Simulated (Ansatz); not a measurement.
**CH₂FNSi: one species, many methods**

Aim: compute CH₂FNSi with functionals from several rungs and with coupled cluster. The yardstick is the atomisation energy at the CCSD(T) limit.

Computed with Ansatz 0.2.0, Gaussian basis. Level: functionals in def2-TZVPP, the program's frozen cores in correlated methods.

Plan: LDA (SPW92), PBE-D4, revPBE-D4, BLYP-D4, r2SCAN-D4, B97M-V, PBE0-D4, B3LYP-D4, r2SCANh-D4, r2SCAN0-D4, HSE06-D4, BHLYP-D4, CAM-B3LYP-D4, LC-ωPBE, ωB97X-V, ωB97M-V, B2PLYP, PBE-QIDH; CCSD(T)/def2-SVP; CCSD(T)/def2-TZVPP; MP2/def2-QZVPP; extrapolation to the limit; RPA on PBE.

### 1 The relaxed structure

The geometry comes from an earlier relaxation with PBE0-D4 in a triple-zeta def2 set; it is a stationary point.

6 atoms, charge 0, spin multiplicity 1.

Atoms are counted from 1 here; the program's logs count them from 0.

Bond lengths: F1–Si2 1.587 Å, Si2–C3 1.754 Å, Si2–N4 1.756 Å, Si2–H5 1.466 Å, C3–N4 1.292 Å, C3–H6 1.091 Å. Angles: F1–Si2–C3 122.5°, F1–Si2–N4 118.9°, F1–Si2–H5 108.3°, C3–Si2–N4 43.2°, C3–Si2–H5 127.2°, N4–Si2–H5 121.7°, Si2–C3–N4 68.5°, Si2–C3–H6 163.6°, N4–C3–H6 127.8°, Si2–N4–C3 68.3°.

### 2 LDA

This LDA is Slater exchange with PW92 correlation.

Contents of in.yaml:

```yaml
crystal:
  periodic: [false, false, false]
  atoms:
    - {symbol: F, position_ang: [1.859255, -0.343984, -0.757272]}
    - {symbol: Si, position_ang: [0.285768, -0.206877, -0.605858]}
    - {symbol: C, position_ang: [-0.466674, 0.494272, 0.814747]}
    - {symbol: N, position_ang: [-0.480569, -0.796516, 0.859993]}
    - {symbol: H, position_ang: [-0.321410, -0.404230, -1.925232]}
    - {symbol: H, position_ang: [-0.834270, 1.193336, 1.567522]}
basis:
  gaussian: {orbitals: def2-TZVPP}
hamiltonian: {xc: lda}
output: {orbitals: {seedname: orbitals}}
```

Started as:

```
$ ansatz run in.yaml --threads 2 --pin off --events-out ev --progress --plain --max-ram 4352MiB
```

The runs that follow: PBE-D4 (GGA); revPBE-D4 (GGA); BLYP-D4 (GGA); r2SCAN-D4 (meta-GGA); B97M-V (meta-GGA); PBE0-D4 (hybrid); B3LYP-D4 (hybrid); r2SCANh-D4 (hybrid); r2SCAN0-D4 (hybrid); HSE06-D4 (hybrid); BHLYP-D4 (hybrid); CAM-B3LYP-D4 (range-separated); LC-ωPBE (range-separated); ωB97X-V (range-separated); ωB97M-V (range-separated); B2PLYP (double hybrid); PBE-QIDH (double hybrid); CCSD(T) in def2-SVP; CCSD(T) in def2-TZVPP; MP2 in def2-QZVPP; RPA on PBE orbitals.

Before running them: what should the planned runs give, taken together? Wanted: atomisation energy, CCSD(T)/CBS; farthest beyond LDA; mean size of error, GGA; mean size of error, meta-GGA; mean size of error, hybrid; mean size of error, range-separated; mean size of error, double hybrid; gap, smallest and largest; T1 diagnostic.

The runs gave:

| quantity | value |
| --- | --- |
| atomisation energy, CCSD(T)/CBS | 2335.0 kJ/mol |
| functionals within 11.7 kJ/mol (0.5 %) | revPBE-D4, r2SCAN-D4, B97M-V, PBE0-D4, B3LYP-D4, HSE06-D4, CAM-B3LYP-D4, LC-ωPBE |
| farthest beyond LDA | BHLYP-D4 (-114.4 kJ/mol) |
| mean size of error, GGA | 32.7 kJ/mol |
| mean size of error, meta-GGA | 5.6 kJ/mol |
| mean size of error, hybrid | 37.1 kJ/mol |
| mean size of error, range-separated | 9.3 kJ/mol |
| mean size of error, double hybrid | 26.0 kJ/mol |
| gap, smallest and largest | 3.24 eV (LDA (SPW92)), 11.03 eV (LC-ωPBE) |
| T1 diagnostic | 0.0140 |
| triples share of the correlation energy | 4.1 % |

**Reading.** The LDA atomisation energy is off by 390.0 kJ/mol (17 %): it overbinds. PBE-D4 misses by +76.7 kJ/mol. Double hybrids carry the basis error of their MP2 part in triple zeta, and no dispersion term here, so their miss is partly the set-up's. The rungs meta-GGA, range-separated miss on average by less than the doubt on the reference (11.7 kJ/mol), so they tie. Misses under about 11.7 kJ/mol are within the doubt on the reference itself, which lacks core-valence correlation, relativity and higher excitations. Hartree-Fock recovers 67 % of the binding; the rest is correlation. CCSD(T) in def2-SVP is off by -203.7 kJ/mol, which most functionals beat. Orbital gaps span 3.2 to 11.0 eV; exact exchange widens them.
